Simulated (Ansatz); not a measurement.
# Ge2H8O2Si: one species, many methods

Aim: compute Ge2H8O2Si with functionals from several rungs and with coupled cluster, and see how far each lands from CCSD(T) at the basis-set limit for the atomisation energy.

Method: functionals in def2-TZVPP, the program's frozen cores in correlated methods; program: Ansatz 0.2.0, Gaussian basis.

Plan: PBE-D4, r2SCAN-D4, PBE0-D4, B3LYP-D4, ωB97X-V, ωB97M-V, B2PLYP; CCSD(T)/def2-TZVPP; MP2/def2-QZVPP; extrapolation to the limit.

### 1 The relaxed structure

All runs share one geometry, relaxed beforehand with PBE0-D4 in a triple-zeta def2 set.

SMILES `[OH][Ge]([OH])([SiH3])[GeH3]`, 13 atoms, charge 0, spin multiplicity 1.

Atoms are counted from 1 here; the program's logs count them from 0.

Bond lengths: O1–Ge2 1.790 Å, O1–H6 0.960 Å, Ge2–O3 1.790 Å, Ge2–Si4 2.382 Å, Ge2–Ge5 2.443 Å, O3–H7 0.960 Å, Si4–H8 1.485 Å, Si4–H9 1.484 Å, Si4–H10 1.485 Å, Ge5–H11 1.537 Å, Ge5–H12 1.537 Å, Ge5–H13 1.542 Å. Angles: Ge2–O1–H6 113.6°, O1–Ge2–O3 109.6°, O1–Ge2–Si4 105.2°, O1–Ge2–Ge5 108.5°, O3–Ge2–Si4 105.2°, O3–Ge2–Ge5 108.5°, Si4–Ge2–Ge5 119.5°, Ge2–O3–H7 113.6°, Ge2–Si4–H8 108.8°, Ge2–Si4–H9 109.9°, Ge2–Si4–H10 108.8°, H8–Si4–H9 110.1°, H8–Si4–H10 109.2°, H9–Si4–H10 110.1°, Ge2–Ge5–H11 110.9°, Ge2–Ge5–H12 110.9°, Ge2–Ge5–H13 109.1°, H11–Ge5–H12 109.1° and more.

### 2 PBE-D4 (GGA)

The input, in.yaml:

```yaml
crystal:
  periodic: [false, false, false]
  atoms:
    - {symbol: O, position_ang: [-1.887253, -0.941231, 0.110812]}
    - {symbol: Ge, position_ang: [-0.169835, -0.466659, -0.058610]}
    - {symbol: O, position_ang: [0.863475, -1.927078, -0.005928]}
    - {symbol: Si, position_ang: [0.033593, 0.363513, -2.282489]}
    - {symbol: Ge, position_ang: [0.426780, 0.974925, 1.821911]}
    - {symbol: H, position_ang: [-2.134461, -1.174806, 1.008366]}
    - {symbol: H, position_ang: [0.971362, -2.289765, 0.876173]}
    - {symbol: H, position_ang: [1.448954, 0.745113, -2.522755]}
    - {symbol: H, position_ang: [-0.384594, -0.679793, -3.251357]}
    - {symbol: H, position_ang: [-0.826873, 1.566027, -2.424556]}
    - {symbol: H, position_ang: [1.902363, 1.395965, 1.741710]}
    - {symbol: H, position_ang: [-0.455376, 2.232764, 1.848797]}
    - {symbol: H, position_ang: [0.211864, 0.201026, 3.137917]}
basis:
  gaussian: {orbitals: def2-TZVPP}
hamiltonian: {xc: pbe, dispersion: d4}
output: {forces: true, orbitals: {seedname: orbitals}}
```

The run is started by

```sh
$ ansatz run in.yaml --threads 2 --pin off --events-out ev --progress --plain --max-ram 22528MiB --backend cuda --devices 0, --max-vram 18GiB
```

After this run come: r2SCAN-D4 (meta-GGA); PBE0-D4 (hybrid); B3LYP-D4 (hybrid); ωB97X-V (range-separated); ωB97M-V (range-separated); B2PLYP (double hybrid); CCSD(T) in def2-TZVPP; MP2 in def2-QZVPP.

**Question.** What will the summary of the whole plan be? Wanted: atomisation energy, CCSD(T)/CBS; farthest; mean size of error, hybrid; mean size of error, range-separated; gap, smallest and largest; T1 diagnostic; triples share of the correlation energy.

**Answer**, as computed:

```
                               quantity                                 value
        atomisation energy, CCSD(T)/CBS                         4002.7 kJ/mol
 functionals within 40.0 kJ/mol (1.0 %)            PBE-D4, r2SCAN-D4, ωB97X-V
                               farthest                PBE0-D4 (-94.4 kJ/mol)
             mean size of error, hybrid                           76.5 kJ/mol
    mean size of error, range-separated                           25.9 kJ/mol
              gap, smallest and largest  5.05 eV (PBE-D4), 11.09 eV (ωB97X-V)
                          T1 diagnostic                                0.0127
triples share of the correlation energy                                 3.5 %
```

**Reading.** PBE-D4 misses by -33.4 kJ/mol. Double hybrids carry the basis error of their MP2 part in triple zeta, and no dispersion term here, so their miss is partly the set-up's. Misses under about 40.0 kJ/mol are within the doubt on the reference itself, which lacks core-valence correlation, relativity and higher excitations, and its outer-core shells are covered unevenly. Hartree-Fock recovers 70 % of the binding; the rest is correlation. Orbital gaps span 5.1 to 11.1 eV; exact exchange widens them. Correlated methods include outer-core shells of Ge, which these sets cover unevenly.
